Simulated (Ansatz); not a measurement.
# C2H6F2N2W: taking an electron away

One table from this session's results is given with a row withheld; the runs are named, their logs left out.

Program: Ansatz 0.2.0, Gaussian basis. Level of theory: unrestricted cation, the program's frozen cores in correlated methods. These are calculated values, not measurements.

The runs, in order: UKS PBE-D4/def2-TZVPP; UKS r2SCAN-D4/def2-TZVPP; UKS PBE0-D4/def2-TZVPP; UKS B3LYP-D4/def2-TZVPP; UKS wB97X-V/def2-TZVPP; UKS wB97M-V/def2-TZVPP; UKS B2PLYP/def2-TZVPP; UHF-CCSD(T)/def2-TZVPP; UHF-MP2/def2-QZVPP; extrapolation to the limit; then −ε(HOMO) from the neutral's earlier runs with LDA (SPW92), PBE-D4, revPBE-D4, BLYP-D4, r2SCAN-D4, B97M-V, PBE0-D4, B3LYP-D4, r2SCANh-D4, r2SCAN0-D4, HSE06-D4, BHLYP-D4, CAM-B3LYP-D4, LC-ωPBE, ωB97X-V, ωB97M-V.

**Structure used throughout**

All runs share one geometry, relaxed beforehand with PBE0-D4 in a triple-zeta def2 set. W takes the def2 core potential; no spin-orbit term is included.

SMILES `C[N]=[W]([F])([F])=[N]C`, 13 atoms, charge 0, spin multiplicity 1.

Atoms are counted from 1 here; the program's logs count them from 0.

Bond lengths: C1–N2 1.418 Å, C1–H8 1.095 Å, C1–H9 1.095 Å, C1–H10 1.095 Å, N2–W3 1.740 Å, W3–F4 1.880 Å, W3–F5 1.880 Å, W3–N6 1.740 Å, N6–C7 1.418 Å, C7–H11 1.095 Å, C7–H12 1.095 Å, C7–H13 1.095 Å. Angles: N2–C1–H8 111.7°, N2–C1–H9 110.3°, N2–C1–H10 110.3°, H8–C1–H9 108.3°, H8–C1–H10 108.3°, H9–C1–H10 107.9°, C1–N2–W3 160.7°, N2–W3–F4 107.8°, N2–W3–F5 107.8°, N2–W3–N6 108.9°, F4–W3–F5 116.6°, F4–W3–N6 107.8°, F5–W3–N6 107.8°, W3–N6–C7 160.4°, N6–C7–H11 110.3°, N6–C7–H12 111.7°, N6–C7–H13 110.3°, H11–C7–H12 108.3° and more.

The first run:

in.yaml reads:

```yaml
crystal:
  periodic: [false, false, false]
  atoms:
    - {symbol: C, position_ang: [-0.251595, 0.182462, 2.312407]}
    - {symbol: N, position_ang: [-0.107508, 0.961010, 1.135622]}
    - {symbol: W, position_ang: [0.085498, 1.380885, -0.542213]}
    - {symbol: F, position_ang: [-1.446925, 2.328806, -1.077141]}
    - {symbol: F, position_ang: [1.731590, 2.269481, -0.726228]}
    - {symbol: N, position_ang: [0.162153, -0.080858, -1.483881]}
    - {symbol: C, position_ang: [0.172424, -1.461110, -1.810684]}
    - {symbol: H, position_ang: [-0.242543, -0.890249, 2.092441]}
    - {symbol: H, position_ang: [0.563594, 0.396759, 3.010725]}
    - {symbol: H, position_ang: [-1.195108, 0.422617, 2.812620]}
    - {symbol: H, position_ang: [-0.640156, -1.691671, -2.507084]}
    - {symbol: H, position_ang: [0.051683, -2.089098, -0.921572]}
    - {symbol: H, position_ang: [1.116902, -1.729035, -2.295021]}
basis:
  gaussian: {orbitals: def2-TZVPP}
total_charge: 1
magnetization: {spin_polarized: true, initial_magnetization: 1}
hamiltonian: {xc: pbe, dispersion: d4}
```

Command:

```sh
ansatz run in.yaml --threads 2 --pin off --events-out ev --progress --plain --max-ram 32768MiB --backend cuda --devices 0, --max-vram 18GiB
```

Steps of the session up to this table: Cation, UKS PBE-D4/def2-TZVPP; Cation, UKS r2SCAN-D4/def2-TZVPP; Cation, UKS PBE0-D4/def2-TZVPP; Cation, UKS B3LYP-D4/def2-TZVPP; Cation, UKS wB97X-V/def2-TZVPP; Cation, UKS wB97M-V/def2-TZVPP; Cation, UKS B2PLYP (frozen core)/def2-TZVPP; Cation, UHF-CCSD(T)/def2-TZVPP; Cation, UHF-MP2/def2-QZVPP.

One of the session's tables, all rows but one given; the rest of the session is left out.

It belongs to the step «Ionisation energies side by side». For comparison, −ε(HOMO) of the neutral from earlier runs:

```
  functional  −ε(HOMO) (eV)
 LDA (SPW92)           6.19
      PBE-D4           6.02
   revPBE-D4           5.95
     BLYP-D4           5.90
   r2SCAN-D4           6.28
      B97M-V           6.37
     PBE0-D4              ?
    B3LYP-D4           7.10
  r2SCANh-D4           6.76
  r2SCAN0-D4           7.49
    HSE06-D4           6.90
    BHLYP-D4           8.50
CAM-B3LYP-D4           8.62
     LC-ωPBE           9.87
     ωB97X-V           9.55
     ωB97M-V           9.48
```

**Question.** Estimate the row for PBE0-D4.

**Answer.** −ε(HOMO) (eV): 7.30. In the column «−ε(HOMO) (eV)» it lies between B3LYP-D4 (7.10) and r2SCAN0-D4 (7.49).

Caveats from the session: The cation may have settled in a state other than its lowest; no search over hole states beyond the program's own was made.
